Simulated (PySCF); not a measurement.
**[Dy(NH3)4]3+: forces at shaken geometries**

How stiff is [Dy(NH3)4]3+? Its atoms are displaced at random by several amounts. The structure is generated, not taken from experiment.

Program: PySCF 2.14.0. Level of theory: PBE0, Dy lcecp-1-SVP with ECP55, N def2-SVP, H def2-SVP; scalar-relativistic core potentials, no spin–orbit coupling. These are calculated values, not measurements.

1 further run of the same task is left out (for a known fault of the program).

### Step 1. The system as given

17 atoms, charge 3, spin multiplicity 1.

Bond lengths: Dy1–N2 2.429 Å, Dy1–N6 2.429 Å, Dy1–N10 2.431 Å, Dy1–N14 2.431 Å, N2–H3 1.034 Å, N2–H4 1.034 Å, N2–H5 1.034 Å, N6–H7 1.034 Å, N6–H8 1.034 Å, N6–H9 1.034 Å, N10–H11 1.034 Å, N10–H12 1.034 Å, N10–H13 1.034 Å, N14–H15 1.034 Å, N14–H16 1.034 Å, N14–H17 1.034 Å. Angles: N2–Dy1–N6 109.8°, N2–Dy1–N10 109.4°, N2–Dy1–N14 109.4°, N6–Dy1–N10 109.4°, N6–Dy1–N14 109.4°, N10–Dy1–N14 109.3°, Dy1–N2–H3 115.7°, Dy1–N2–H4 115.5°, Dy1–N2–H5 115.5°, H3–N2–H4 102.7°, H3–N2–H5 102.7°, H4–N2–H5 102.7°, Dy1–N6–H7 115.7°, Dy1–N6–H8 115.5°, Dy1–N6–H9 115.5°, H7–N6–H8 102.7°, H7–N6–H9 102.7°, H8–N6–H9 102.7° and more.

As a file:

| atom | x (Å) | y (Å) | z (Å) |
| --- | --- | --- | --- |
| Dy1 | 0.00000 | 0.00000 | 0.00531 |
| N2 | 1.40534 | 1.40534 | 1.40239 |
| H3 | 1.28553 | 1.28553 | 2.42280 |
| H4 | 2.42468 | 1.28184 | 1.27692 |
| H5 | 1.28184 | 2.42468 | 1.27692 |
| N6 | -1.40534 | -1.40534 | 1.40239 |
| H7 | -1.28553 | -1.28553 | 2.42280 |
| H8 | -2.42468 | -1.28184 | 1.27692 |
| H9 | -1.28184 | -2.42468 | 1.27692 |
| N10 | 1.40202 | -1.40202 | -1.40137 |
| H11 | 2.04148 | -2.04148 | -0.89911 |
| H12 | 0.89706 | -2.03958 | -2.04055 |
| H13 | 2.03958 | -0.89706 | -2.04055 |
| N14 | -1.40202 | 1.40202 | -1.40137 |
| H15 | -2.04148 | 2.04148 | -0.89911 |
| H16 | -0.89706 | 2.03958 | -2.04055 |
| H17 | -2.03958 | 0.89706 | -2.04055 |

Formal oxidation states: Dy +3. Each metal's 9 4f electrons lie in its core potential, so multiplicities, spins and levels count the valence alone. An earlier session relaxed this geometry at PBE0, Dy lcecp-1-SVP with ECP55, N def2-SVP, H def2-SVP (singlet, point group D2d). Its vibrations showed it to be a saddle point, relaxed within its symmetry.

Its energy there is -261.973139 Eh.

### Step 2. Atoms moved at random, σ = 0.1 Å

Input file run.py (the lines that set the calculation):

```python
mol = gto.M(atom='''
Dy     0.22333    -0.15129    -0.20269
N      1.50614     1.40943     1.32287
H      1.28387     1.26471     2.37227
H      2.40352     1.27683     1.18120
H      1.23471     2.45507     1.42257
N     -1.44377    -1.31032     1.46176
H     -1.34274    -1.40003     2.44378
H     -2.46766    -1.08438     1.29319
H     -1.38130    -2.41619     1.26899
N      1.54167    -1.36202    -1.29058
H      2.05650    -2.01149    -0.91650
H      0.92555    -2.01350    -2.05141
H      1.97935    -0.91688    -1.97075
N     -1.46818     1.45003    -1.40369
H     -2.25445     1.92179    -0.88501
H     -0.66961     1.93961    -2.04172
H     -2.12691     0.94864    -2.00410''',
    basis={'Dy': 'lcecp-1-SVP', 'N': 'def2-SVP', 'H': 'def2-SVP'},
    ecp={'Dy': 'lcecp-1-SVP'},
    charge=3, spin=0)
mf = dft.RKS(mol, xc='PBE0')
mf.grids.atom_grid = (50, 194)  # f atoms: unpruned, at least (60, 302)
mf = mf.density_fit()  # fitting sets: Dy AutoAux, N def2-universal-JKFIT, H def2-universal-JKFIT
mf.conv_tol = 1e-08; mf.max_cycle = 55
mf.kernel(dm0)  # dm0: the density of the relaxed state
```

On the command line:

```sh
$ OMP_NUM_THREADS=4 python run.py
```

### Step 3. Atoms moved at random, σ = 0.03 Å

Input file run.py (the lines that set the calculation):

```python
mol = gto.M(atom='''
Dy     0.00847     0.05545    -0.00545
N      1.39869     1.42294     1.40479
H      1.28997     1.21110     2.44850
H      2.43132     1.26357     1.29501
H      1.25565     2.42454     1.33079
N     -1.45297    -1.39236     1.36460
H     -1.30934    -1.25795     2.45192
H     -2.38316    -1.24125     1.28377
H     -1.28996    -2.42995     1.25656
N      1.41340    -1.43851    -1.37411
H      2.04159    -2.02364    -0.87535
H      0.90660    -2.03393    -2.04850
H      2.03927    -0.90082    -2.06883
N     -1.38694     1.39305    -1.43701
H     -2.06539     2.00512    -0.88843
H     -0.89967     2.03856    -2.05394
H     -1.99752     0.90408    -2.08412''',
    basis={'Dy': 'lcecp-1-SVP', 'N': 'def2-SVP', 'H': 'def2-SVP'},
    ecp={'Dy': 'lcecp-1-SVP'},
    charge=3, spin=0)
mf = dft.RKS(mol, xc='PBE0')
mf.grids.atom_grid = (50, 194)  # f atoms: unpruned, at least (60, 302)
mf = mf.density_fit()  # fitting sets: Dy AutoAux, N def2-universal-JKFIT, H def2-universal-JKFIT
mf.conv_tol = 1e-08; mf.max_cycle = 55
mf.kernel(dm0)  # dm0: the density of the relaxed state
```

### Step 4. Atoms moved at random, σ = 0.03 Å

Input file run.py (the lines that set the calculation):

```python
mol = gto.M(atom='''
Dy     0.04690    -0.01838    -0.00731
N      1.38537     1.39962     1.39353
H      1.29073     1.26679     2.41089
H      2.45044     1.28786     1.25658
H      1.29534     2.36598     1.27190
N     -1.42492    -1.37937     1.42105
H     -1.31604    -1.29006     2.36799
H     -2.39174    -1.25045     1.29413
H     -1.34768    -2.45493     1.31969
N      1.37073    -1.39850    -1.39048
H      2.06402    -2.01512    -0.88247
H      0.93141    -1.99215    -2.03269
H      1.99800    -0.93101    -1.98704
N     -1.32616     1.39883    -1.43795
H     -2.04999     2.07298    -0.94048
H     -0.92152     2.05203    -2.02783
H     -2.05492     0.88588    -2.02930''',
    basis={'Dy': 'lcecp-1-SVP', 'N': 'def2-SVP', 'H': 'def2-SVP'},
    ecp={'Dy': 'lcecp-1-SVP'},
    charge=3, spin=0)
mf = dft.RKS(mol, xc='PBE0')
mf.grids.atom_grid = (50, 194)  # f atoms: unpruned, at least (60, 302)
mf = mf.density_fit()  # fitting sets: Dy AutoAux, N def2-universal-JKFIT, H def2-universal-JKFIT
mf.conv_tol = 1e-08; mf.max_cycle = 55
mf.kernel(dm0)  # dm0: the density of the relaxed state
```

Before running it: what results should come out? Wanted: for each run, σ; energy rise; harmonic estimate −½ F·u; largest force component.

The runs gave:

| σ (Å) | energy rise (eV) | harmonic estimate −½ F·u (eV) | largest force component (eV/Å) |
| --- | --- | --- | --- |
| 0.1 | 3.850 | 4.016 | 8.72 |
| 0.03 | 0.509 | 0.520 | 5.49 |
| 0.03 | 0.830 | 0.849 | 4.36 |

Every displacement raises the energy. For a harmonic well the rise equals −½ F·u; the two differ by at most 4 % here (a move with σ = 0.1 Å), from anharmonicity, the grid and the small forces left at the relaxed point. These are double-zeta-type bases without diffuse functions. Spin–orbit coupling is left out.
